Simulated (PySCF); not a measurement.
# C3H9ISi: the cost of one run

The runs use PySCF 2.14.0; levels as typed in each script, gas phase, geometry from GFN2-xTB.

## (1) The system as given

SMILES `C[Si](C)(C)I`, 14 atoms, charge 0, spin multiplicity 1.

Bond lengths: C1–Si2 1.897 Å, C1–H6 1.086 Å, C1–H7 1.086 Å, C1–H8 1.086 Å, Si2–C3 1.897 Å, Si2–C4 1.897 Å, Si2–I5 2.500 Å, C3–H9 1.086 Å, C3–H10 1.086 Å, C3–H11 1.086 Å, C4–H12 1.086 Å, C4–H13 1.086 Å, C4–H14 1.086 Å. Angles: Si2–C1–H6 111.2°, Si2–C1–H7 111.3°, Si2–C1–H8 111.2°, H6–C1–H7 107.8°, H6–C1–H8 107.6°, H7–C1–H8 107.6°, C1–Si2–C3 112.3°, C1–Si2–C4 112.3°, C1–Si2–I5 106.5°, C3–Si2–C4 112.3°, C3–Si2–I5 106.5°, C4–Si2–I5 106.5°, Si2–C3–H9 111.2°, Si2–C3–H10 111.3°, Si2–C3–H11 111.2°, H9–C3–H10 107.6°, H9–C3–H11 107.6°, H10–C3–H11 107.8° and more.

As a file:

```xyz
14
C3H9ISi
C     1.78233   -0.32434    1.78988
Si    1.24484    0.00003    0.00001
C     1.78231   -1.38797   -1.17582
C     1.78237    1.71222   -0.61409
I    -1.25551    0.00001    0.00001
H     1.40641   -1.27955    2.14555
H     2.86458   -0.33863    1.88027
H     1.40685    0.44525    2.45784
H     1.40613   -2.35157   -0.84362
H     2.86456   -1.45913   -1.23336
H     1.40642   -1.21837   -2.18089
H     1.40649    2.49785    0.03531
H     2.86463    1.79760   -0.64693
H     1.40622    1.90634   -1.61471
```

## (2) Density, bond paths and surface potential (B3LYP/def2-svpd)

The input, input.py:

```python
import numpy as np
from pyscf import gto, scf, dft
from pyscf.scf import atom_ks, atom_hf
from scipy.linalg import block_diag

def solve(mol, dm0=None, hcore=None):
    mf = (dft.UKS if mol.spin else dft.RKS)(mol, xc='b3lyp')
    mf.grids.level = 3
    mf = mf.density_fit(auxbasis='def2-universal-jkfit')
    mf.conv_tol, mf.max_cycle = 1e-8, 80
    if hcore is not None:
        mf.get_hcore = lambda *args: hcore
    mf.kernel(dm0)
    if not mf.converged:
        mf = mf.newton().run(mf.mo_coeff, mf.mo_occ, max_cycle=30)
    assert mf.converged, 'SCF not converged'
    return mf

mol = gto.M(atom='''
C      1.78233    -0.32434     1.78988
Si     1.24484     0.00003     0.00001
C      1.78231    -1.38797    -1.17582
C      1.78237     1.71222    -0.61409
I     -1.25551     0.00001     0.00001
H      1.40641    -1.27955     2.14555
H      2.86458    -0.33863     1.88027
H      1.40685     0.44525     2.45784
H      1.40613    -2.35157    -0.84362
H      2.86456    -1.45913    -1.23336
H      1.40642    -1.21837    -2.18089
H      1.40649     2.49785     0.03531
H      2.86463     1.79760    -0.64693
H      1.40622     1.90634    -1.61471
''', basis='def2-svpd', ecp={'I': 'def2-svpd'}, charge=0, spin=0, verbose=4)
mf = solve(mol)
mf.analyze()
# spherically averaged free atoms, for the promolecule
atom_ks.AtomSphAverageRKS.init_guess_by_vsap = lambda self, mol=None: self.init_guess_by_minao(mol)  # core potentials
atm = atom_ks.get_atm_nrks(mol, xc='b3lyp')
pro = block_diag(*[(atm[a[0]][2] * atm[a[0]][3]) @ atm[a[0]][2].T for a in mol._atom])
np.savez('result.npz', e=mf.e_tot, c=mf.mo_coeff, occ=mf.mo_occ, eps=mf.mo_energy, pro=pro, dip=mf.dip_moment(verbose=0), s2=mf.spin_square()[0])
```

The run is started by

```
> OMP_NUM_THREADS=1 python input.py
```

Q: Estimate wall time and peak memory on 1 thread of Arm Neoverse V2, shared host.

About 49 s, with a peak of 0.76 GiB.
